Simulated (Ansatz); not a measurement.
C2H2AlF, SMILES F[C]1=[CH][AlH]1, a comparison of dispersion corrections

Run with Ansatz 0.2.0, Python API.

`run_disp.py`:
```python
'''Dispersion corrections for C2H2AlF.'''

from dataclasses import dataclass

import ansatz as az


@dataclass
class RunConfig:
    basis: str = 'def2-SVP'


settings = RunConfig()

mol = (
    az.Crystal.molecule()
    .atom('F', (-0.4184, -2.065, 0.93))
    .atom('C', (-0.109, -0.8342, 0.3708))
    .atom('C', (0.926, 0.0401, -0.0641))
    .atom('Al', (-0.6194, 0.7543, -0.3266))
    .atom('H', (2.0284, 0.1916, -0.1696))
    .atom('H', (-1.7655, 1.8493, -0.7867))
)

model = mol.calculation().basis(gaussian=settings.basis)
for name in ['pbe0', 'blyp']:
    for correction in ('d3bj', 'd4'):
        r = model.functional(name, dispersion=correction).run(threads=1).report
        print(f'{name:8s} {correction:5s} total {r["free_energy_ev"]:.5f} eV, of which dispersion {1000 * r["dispersion"]["energy"]["ev"]:.2f} meV')
```

```console
$ python run_disp.py
pbe0     d3bj  total -11402.85023 eV, of which dispersion -83.11 meV
pbe0     d4    total -11402.84965 eV, of which dispersion -82.52 meV
blyp     d3bj  total -11410.34999 eV, of which dispersion -212.83 meV
blyp     d4    total -11410.35804 eV, of which dispersion -220.88 meV
```

What to keep in mind:
- Total energies depend on the basis set; only differences at equal settings carry meaning.
- The geometry is a force-field or estimated start, not a minimum of this method, and the basis set is short of its limit. D4 holds the three-body term, and d3bj doesn't.
- Timing: 6 s on 1 thread of Arm Neoverse V1 (shared host), peak memory 0.18 GiB.
